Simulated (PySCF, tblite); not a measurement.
**C₅H₁₃NSi: a rotation path, then NMR shifts on frames**

How do NMR shifts of C₅H₁₃NSi (`C=C(C)[SiH2]N(C)C`) change as the atoms move?

Programs: tblite 0.8.0 and PySCF 2.14.0, with density-fitted response routines of our own. Each step states its level of theory. These are calculated values for one molecule in the gas phase, unless marked as measured. Atoms are numbered from 0 throughout.

## 1. Starting geometry

20 atoms, charge 0, multiplicity 1; geometry from: GFN2-xTB.

Bonds of the start (Å): C0–C1 1.32, C1–C2 1.50, C1–Si3 1.89, Si3–N4 1.72, N4–C5 1.44, N4–C6 1.44, C0–H7 1.08, C0–H8 1.08, C2–H9 1.09, C2–H10 1.09, C2–H11 1.09, Si3–H12 1.47, Si3–H13 1.47, C5–H14 1.10, C5–H15 1.09, C5–H16 1.09, C6–H17 1.09, C6–H18 1.10, C6–H19 1.09.

## 2. A band between two rotamers with GFN2-xTB

The job: settings as JSON, then the geometry in Å.

```
{"job": {"kind": "neb", "xc": "GFN2-xTB", "basis": "xTB", "atoms": [1, 3, 4, 5], "turn": 120}, "charge": 0, "multiplicity": 1}
C     -2.568518     0.201282     0.640156
C     -1.619620     0.318245    -0.277170
C     -1.818755    -0.209055    -1.665786
Si     0.028060     1.171544     0.073688
N      1.247218    -0.010894    -0.216137
C      1.122407    -1.362189     0.273329
C      2.622700     0.371958    -0.405297
H     -2.446342     0.588376     1.637911
H     -3.513080    -0.283224     0.436100
H     -2.726428    -0.806027    -1.741251
H     -1.890560     0.622509    -2.366053
H     -0.966814    -0.815626    -1.966655
H      0.301861     2.233128    -0.900809
H     -0.011599     1.744658     1.432182
H      1.620934    -1.493718     1.241723
H      0.071898    -1.615365     0.391430
H      1.579010    -2.058651    -0.437289
H      2.669764     1.372715    -0.825343
H      3.182973     0.364976     0.537954
H      3.109744    -0.323963    -1.094809
```

Method: GFN2-xTB climbing-image nudged elastic band, gas phase.

Run with:

```console
OMP_NUM_THREADS=1 python probes_run.py task.json out
```

This one command runs all jobs of the session in turn.

What it wrote:

```text
image   E - E0 / eV
  0       0.0000
  1       0.0215
  2       0.0757
  3       0.1373
  4       0.1669
  5       0.1493
  6       0.1164
  7       0.0921
  8       0.0648
```

Run time: 5.6 s. Hardware: 1 thread of Arm Neoverse V1, shared host; peak memory 0.19 GiB.

The final band, with the dihedral C1–Si3–N4–C5:

```csv
image,dihedral (°),energy (eV),energy (kcal/mol)
0,-45,0.000,0.0
1,-28,0.022,0.5
2,-8,0.076,1.7
3,12,0.137,3.2
4,27,0.167,3.8
5,40,0.149,3.4
6,52,0.116,2.7
7,66,0.092,2.1
8,81,0.065,1.5
```

## 3. NMR shieldings: image 0, PBE0/pcSseg-1

The job: settings as JSON, then the geometry in Å.

```
{"job": {"kind": "nmr", "xc": "PBE0", "basis": "pcSseg-1", "pop": false}, "charge": 0, "multiplicity": 1}
C     -2.568500     0.201300     0.640200
C     -1.619600     0.318200    -0.277200
C     -1.818800    -0.209100    -1.665800
Si     0.028100     1.171500     0.073700
N      1.247200    -0.010900    -0.216100
C      1.122400    -1.362200     0.273300
C      2.622700     0.372000    -0.405300
H     -2.446300     0.588400     1.637900
H     -3.513100    -0.283200     0.436100
H     -2.726400    -0.806000    -1.741300
H     -1.890600     0.622500    -2.366100
H     -0.966800    -0.815600    -1.966700
H      0.301900     2.233100    -0.900800
H     -0.011600     1.744700     1.432200
H      1.620900    -1.493700     1.241700
H      0.071900    -1.615400     0.391400
H      1.579000    -2.058700    -0.437300
H      2.669800     1.372700    -0.825300
H      3.183000     0.365000     0.538000
H      3.109700    -0.324000    -1.094800
```

Method: GIAO PBE0/pcSseg-1 NMR shielding, non-relativistic, gas phase.

What it wrote:

```text
coarse grid: 16176 points
cycle   1  E = -542.0189323722  dE =  5.668e-01  |g| = 4.471e-01  |ddm| = 3.842e+00
cycle   2  E = -541.9990295036  dE =  1.990e-02  |g| = 5.407e-01  |ddm| = 1.026e+00
cycle   3  E = -542.0703327379  dE = -7.130e-02  |g| = 8.126e-02  |ddm| = 6.372e-01
cycle   4  E = -542.0714966089  dE = -1.164e-03  |g| = 3.273e-02  |ddm| = 9.284e-02
cycle   5  E = -542.0717354015  dE = -2.388e-04  |g| = 7.776e-03  |ddm| = 3.238e-02
cycle   6  E = -542.0717477504  dE = -1.235e-05  |g| = 3.937e-03  |ddm| = 9.905e-03
cycle   7  E = -542.0717514971  dE = -3.747e-06  |g| = 4.380e-04  |ddm| = 3.335e-03
final grid: 148800 points
cycle   8  E = -542.1113960843  dE = -3.823e-05  |g| = 8.793e-03  |ddm| = 2.983e-02
cycle   9  E = -542.1113892449  dE =  6.839e-06  |g| = 1.026e-02  |ddm| = 1.795e-02
cycle  10  E = -542.1114159559  dE = -2.671e-05  |g| = 1.200e-03  |ddm| = 1.031e-02
cycle  11  E = -542.1114162531  dE = -2.972e-07  |g| = 2.658e-04  |ddm| = 1.248e-03
cycle  12  E = -542.1114162678  dE = -1.470e-08  |g| = 8.418e-05  |ddm| = 2.804e-04
cycle  13  E = -542.1114162694  dE = -1.513e-09  |g| = 3.582e-05  |ddm| = 1.050e-04
cycle  14  E = -542.1114162697  dE = -3.124e-10  |g| = 6.646e-06  |ddm| = 3.426e-05
converged SCF energy = -542.1114162697

GIAO shielding tensors (ppm)
atom      isotropic    diamagn.    paramagn.     s11        s22        s33       span
  0 C       49.589     252.943    -203.354    -67.374     69.660    146.481    213.855
  1 C       33.330     264.688    -231.358    -82.006      5.130    176.867    258.873
  2 C      160.451     246.708     -86.257    144.860    150.834    185.660     40.800
  3 Si     374.399     884.232    -509.832    345.979    351.704    425.514     79.535
  4 N      252.789     328.985     -76.197    225.951    260.816    271.598     45.647
  5 C      147.393     247.489    -100.096    123.783    133.051    185.344     61.561
  6 C      144.862     242.841     -97.979    121.204    127.371    186.010     64.805
  7 H       25.918      32.413      -6.495     22.508     24.729     30.517      8.009
  8 H       25.538      30.759      -5.221     22.001     25.246     29.366      7.364
  9 H       29.837      30.070      -0.234     26.435     28.161     34.914      8.479
 10 H       29.638      28.973       0.664     25.918     27.598     35.397      9.479
 11 H       29.476      31.737      -2.261     24.771     30.549     33.109      8.338
 12 H       26.907      32.123      -5.216     24.255     25.194     31.272      7.017
 13 H       26.865      32.099      -5.234     23.336     25.106     32.151      8.815
 14 H       29.489      31.002      -1.512     25.353     26.803     36.311     10.958
 15 H       28.891      33.245      -4.354     23.404     29.946     33.323      9.919
 16 H       29.356      31.001      -1.645     25.365     26.695     36.007     10.642
 17 H       28.812      29.512      -0.700     24.365     27.044     35.028     10.664
 18 H       29.195      28.382       0.813     24.560     26.895     36.128     11.568
 19 H       29.107      28.602       0.505     24.556     26.699     36.068     11.512
```

It took 37 s on 1 thread of Arm Neoverse V1, shared host; peak memory 0.85 GiB.

The references, computed at this level on geometries of the same kind, shield at (ppm): 1H TMS 31.72, 13C TMS 186.9, 29Si TMS 349.2, 15N NH3 267.7. Their shielding less the atom's gives the shift. The references are single molecules in the gas phase, so shifts against H2O, NH3, PH3, H3PO4 or CFCl3 are not on the usual liquid scales and can be off by tens of ppm. Each atom is listed at this fixed geometry, with no averaging over motion; a spectrum would average atoms that exchange fast.

```csv
atoms,environment,σ (ppm),δ (ppm)
C1,fully substituted alkene carbon,33.3,153.6
C0,terminal =CH2 carbon,49.6,137.3
C6,methyl carbon bonded to N,144.9,42.1
C5,methyl carbon bonded to N,147.4,39.5
C2,allylic methyl carbon,160.5,26.5
H8,hydrogen on a terminal =CH2 carbon,25.54,6.18
H7,hydrogen on a terminal =CH2 carbon,25.92,5.80
H13,"hydrogen on a silicon bonded to C, N",26.86,4.85
H12,"hydrogen on a silicon bonded to C, N",26.91,4.81
H17,hydrogen on a methyl carbon bonded to N,28.81,2.90
H15,hydrogen on a methyl carbon bonded to N,28.89,2.83
H19,hydrogen on a methyl carbon bonded to N,29.11,2.61
H18,hydrogen on a methyl carbon bonded to N,29.19,2.52
H16,hydrogen on a methyl carbon bonded to N,29.36,2.36
H11,hydrogen on an allylic methyl carbon,29.48,2.24
H14,hydrogen on a methyl carbon bonded to N,29.49,2.23
H10,hydrogen on an allylic methyl carbon,29.64,2.08
H9,hydrogen on an allylic methyl carbon,29.84,1.88
Si3,"silicon bonded to C, N, 2 H",374.4,-25.2
N4,"nitrogen bonded to 2 C, Si",252.8,14.9
```

The fields below are evaluated on a grid from the run's orbitals.

Frontier orbitals at PBE0/pcSseg-1, with the share of their density that lies nearest to each atom:

```csv
orbital,energy (eV),lies on
HOMO,-6.25,"N4 60 %; H13, H14, H18 about 7 % each"
LUMO,-0.08,"C0, C1 about 27 % each; H7, H8 about 8 % each; Si3 8 %"
```

ELF in a plane through or near 5 of the atoms.

Ten even steps from '0' (0.00) to '9' (1.00):
```
0000000000000000000000000000
0000000000000000000000000000
0000000000000110000000000000
0000000000038996100000000000
0000000000179998100100000000
0000000000069998007981000000
0000001000017994039992000000
0000168400001220039983100000
0000389500111001146349982000
0000178200221001477489994000
0000000004645620266579992000
0000000015266991033127840000
0000000048848994000000000000
0000000299994461000000000000
0000000299993000000000000000
0000000037850000000000000000
0000000000000000000000000000
0000000000000000000000000000
0000000000000000000000000000
0000000000000000000000000000
```
The map spans 12.1 Å across and 10.0 Å up, centred on the molecule. Atoms in the plane (x, y in Å): C5 (-1.2, -0.9), H7 (2.3, 1.6), H8 (3.5, 0.2), H15 (-0.1, -1.0), H16 (-1.6, -1.8).

On the surface of density 0.002 e/bohr³ the electrostatic potential runs, from the 1st to the 99th percentile, from -0.68 V near N4 to 0.66 V near H17.

## 4. Shielding tensors: image 2, PBE0/pcSseg-1

The job: settings as JSON, then the geometry in Å.

```
{"job": {"kind": "nmr", "xc": "PBE0", "basis": "pcSseg-1", "pop": false}, "charge": 0, "multiplicity": 1}
C     -2.422900     0.338400     0.762300
C     -1.601500     0.325200    -0.278000
C     -1.987900    -0.376300    -1.545600
Si     0.060600     1.217100    -0.216000
N      1.311200     0.035800    -0.247200
C      1.121100    -1.388500    -0.142400
C      2.669300     0.418300     0.038600
H     -2.180600     0.863100     1.671100
H     -3.377600    -0.168300     0.752400
H     -2.868900    -1.000400    -1.398600
H     -2.209100     0.359400    -2.318000
H     -1.175400    -0.996400    -1.918800
H      0.240200     2.096000    -1.384700
H      0.097100     2.042800     1.003900
H      1.384600    -1.757000     0.855800
H      0.085900    -1.645900    -0.336900
H      1.757300    -1.902600    -0.871800
H      2.791000     1.487900    -0.103900
H      2.940700     0.171200     1.072700
H      3.359700    -0.108900    -0.627000
```

With the program's defaults for keys left out, this is: GIAO PBE0/pcSseg-1 NMR shielding, non-relativistic, gas phase.

What it wrote:

```text
coarse grid: 16176 points
cycle   1  E = -542.0149774463  dE =  5.765e-01  |g| = 4.474e-01  |ddm| = 3.848e+00
cycle   2  E = -541.9958395610  dE =  1.914e-02  |g| = 5.396e-01  |ddm| = 1.043e+00
cycle   3  E = -542.0662975447  dE = -7.046e-02  |g| = 7.718e-02  |ddm| = 6.437e-01
cycle   4  E = -542.0673231117  dE = -1.026e-03  |g| = 3.187e-02  |ddm| = 9.289e-02
cycle   5  E = -542.0675475108  dE = -2.244e-04  |g| = 7.399e-03  |ddm| = 3.165e-02
cycle   6  E = -542.0675584703  dE = -1.096e-05  |g| = 3.822e-03  |ddm| = 9.453e-03
cycle   7  E = -542.0675620587  dE = -3.588e-06  |g| = 4.325e-04  |ddm| = 3.283e-03
final grid: 148800 points
cycle   8  E = -542.1075052413  dE = -4.397e-05  |g| = 8.944e-03  |ddm| = 3.123e-02
cycle   9  E = -542.1074990379  dE =  6.203e-06  |g| = 1.026e-02  |ddm| = 1.776e-02
cycle  10  E = -542.1075258916  dE = -2.685e-05  |g| = 1.103e-03  |ddm| = 1.015e-02
cycle  11  E = -542.1075261344  dE = -2.428e-07  |g| = 3.035e-04  |ddm| = 1.214e-03
cycle  12  E = -542.1075261540  dE = -1.956e-08  |g| = 8.476e-05  |ddm| = 3.064e-04
cycle  13  E = -542.1075261555  dE = -1.496e-09  |g| = 3.890e-05  |ddm| = 1.088e-04
cycle  14  E = -542.1075261558  dE = -3.597e-10  |g| = 6.305e-06  |ddm| = 3.616e-05
converged SCF energy = -542.1075261558

GIAO shielding tensors (ppm)
atom      isotropic    diamagn.    paramagn.     s11        s22        s33       span
  0 C       48.454     253.353    -204.899    -66.894     68.594    143.663    210.557
  1 C       35.267     264.406    -229.140    -82.522      8.629    179.692    262.214
  2 C      159.407     246.615     -87.208    144.588    148.546    185.088     40.500
  3 Si     378.896     884.117    -505.221    343.075    364.839    428.775     85.700
  4 N      265.710     329.992     -64.282    224.476    267.533    305.121     80.646
  5 C      146.468     247.415    -100.946    124.987    130.748    183.669     58.682
  6 C      146.548     242.953     -96.405    121.237    132.837    185.570     64.333
  7 H       25.911      32.733      -6.822     22.590     24.556     30.588      7.997
  8 H       25.531      30.962      -5.431     22.066     25.273     29.254      7.188
  9 H       29.705      29.896      -0.191     26.388     28.048     34.679      8.291
 10 H       29.470      28.472       0.998     25.974     27.120     35.317      9.343
 11 H       29.427      31.445      -2.019     24.881     30.338     33.062      8.181
 12 H       26.652      31.387      -4.735     23.741     24.575     31.640      7.898
 13 H       26.836      32.394      -5.557     23.581     25.159     31.770      8.189
 14 H       29.460      31.627      -2.167     25.476     26.822     36.081     10.605
 15 H       28.938      33.613      -4.675     23.168     30.005     33.640     10.472
 16 H       29.283      30.742      -1.459     25.249     26.566     36.033     10.784
 17 H       29.040      29.191      -0.151     24.532     26.978     35.609     11.077
 18 H       29.217      28.925       0.292     24.483     27.075     36.092     11.609
 19 H       29.264      28.254       1.010     24.724     26.770     36.297     11.572
```

Wall time 28 s (1 thread of Arm Neoverse V1, shared host); peak memory 0.87 GiB.

Key values: δ C1 151.7, C0 138.5, C5 40.5, C6 40.4, H8 6.19, H7 5.81 ppm.

[end of part 1 of 2]
